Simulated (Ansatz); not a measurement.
# C2H8FGaS: a ladder of functionals and wavefunction methods

An exercise on one series of results from a longer session: the logs are not shown, and one member is left open.

Program: Ansatz 0.2.0, Gaussian basis. Level of theory: functionals in def2-TZVPP, the program's frozen cores in correlated methods. These are calculated values, not measurements.

Plan: LDA (SPW92), PBE-D4, revPBE-D4, BLYP-D4, r2SCAN-D4, B97M-V, PBE0-D4, B3LYP-D4, r2SCANh-D4, r2SCAN0-D4, HSE06-D4, BHLYP-D4, CAM-B3LYP-D4, LC-ωPBE, ωB97X-V, ωB97M-V, B2PLYP, PBE-QIDH; CCSD(T)/def2-SVP; CCSD(T)/def2-TZVPP; MP2/def2-QZVPP; extrapolation to the limit; RPA on PBE.

### The geometry

An earlier PBE0-D4 in a triple-zeta def2 set relaxation fixed the geometry.

SMILES `[CH3][Ga-]([CH3])([F])[SH2+]`, 13 atoms, charge 0, spin multiplicity 1.

Atoms are counted from 1 here; the program's logs count them from 0.

Bond lengths: C1–Ga2 1.965 Å, C1–H6 1.092 Å, C1–H7 1.092 Å, C1–H8 1.093 Å, Ga2–C3 1.963 Å, Ga2–F4 1.803 Å, Ga2–S5 2.685 Å, C3–H9 1.093 Å, C3–H10 1.092 Å, C3–H11 1.091 Å, S5–H12 1.346 Å, S5–H13 1.343 Å. Angles: Ga2–C1–H6 111.6°, Ga2–C1–H7 110.6°, Ga2–C1–H8 110.2°, H6–C1–H7 109.0°, H6–C1–H8 107.6°, H7–C1–H8 107.8°, C1–Ga2–C3 131.4°, C1–Ga2–F4 112.5°, C1–Ga2–S5 100.9°, C3–Ga2–F4 112.3°, C3–Ga2–S5 100.1°, F4–Ga2–S5 85.8°, Ga2–C3–H9 110.0°, Ga2–C3–H10 111.6°, Ga2–C3–H11 110.6°, H9–C3–H10 107.9°, H9–C3–H11 107.8°, H10–C3–H11 108.8° and more.

The first run:

The input, in.yaml:

```yaml
crystal:
  periodic: [false, false, false]
  atoms:
    - {symbol: C, position_ang: [-1.393342, -1.193465, 0.562046]}
    - {symbol: Ga, position_ang: [-0.094276, -0.102804, -0.429971]}
    - {symbol: C, position_ang: [1.763178, -0.456516, -0.958212]}
    - {symbol: F, position_ang: [-0.887337, 1.120551, -1.490247]}
    - {symbol: S, position_ang: [0.284593, 1.922664, 1.291766]}
    - {symbol: H, position_ang: [-0.987128, -1.531836, 1.517843]}
    - {symbol: H, position_ang: [-2.308314, -0.627393, 0.746106]}
    - {symbol: H, position_ang: [-1.660664, -2.081102, -0.016812]}
    - {symbol: H, position_ang: [1.790884, -1.213467, -1.746120]}
    - {symbol: H, position_ang: [2.355695, -0.825509, -0.118501]}
    - {symbol: H, position_ang: [2.230850, 0.448980, -1.348609]}
    - {symbol: H, position_ang: [-0.107776, 2.647950, 0.227842]}
    - {symbol: H, position_ang: [-0.966064, 1.857148, 1.777570]}
basis:
  gaussian: {orbitals: def2-TZVPP}
hamiltonian: {xc: lda}
output: {orbitals: {seedname: orbitals}}
```

Started as:

```bash
ansatz run in.yaml --threads 4 --pin off --events-out ev --progress --plain --max-ram 11315MiB
```

Steps of the session up to this table: LDA; PBE-D4 (GGA); revPBE-D4 (GGA); BLYP-D4 (GGA); r2SCAN-D4 (meta-GGA); B97M-V (meta-GGA); B3LYP-D4 (hybrid); r2SCANh-D4 (hybrid); r2SCAN0-D4 (hybrid); HSE06-D4 (hybrid); BHLYP-D4 (hybrid); CAM-B3LYP-D4 (range-separated); LC-ωPBE (range-separated); ωB97X-V (range-separated); ωB97M-V (range-separated); B2PLYP (double hybrid); PBE-QIDH (double hybrid).

One table of the session follows, with a row left open; its other results are not shown here.

It belongs to the step «Frontier levels by functional». 

| functional | HOMO (eV) | gap (eV) |
| --- | --- | --- |
| LDA (SPW92) | ? | ? |
| PBE-D4 | -6.27 | 4.99 |
| revPBE-D4 | -6.20 | 4.98 |
| BLYP-D4 | -6.14 | 4.94 |
| r2SCAN-D4 | -6.54 | 5.55 |
| B97M-V | -6.60 | 5.53 |
| PBE0-D4 | -7.57 | 7.29 |
| B3LYP-D4 | -7.34 | 6.78 |
| r2SCANh-D4 | -7.03 | 6.40 |
| r2SCAN0-D4 | -7.75 | 7.66 |
| HSE06-D4 | -7.17 | 6.50 |
| BHLYP-D4 | -8.74 | 9.40 |
| CAM-B3LYP-D4 | -8.93 | 9.73 |
| LC-ωPBE | -10.30 | 12.38 |
| ωB97X-V | -9.92 | 11.81 |
| ωB97M-V | -9.80 | 11.39 |

**Question.** Estimate the row for LDA (SPW92).

The run gave: HOMO (eV): -6.45; gap (eV): 5.07. In the column «HOMO (eV)» it lies between r2SCAN-D4 (-6.54) and PBE-D4 (-6.27).
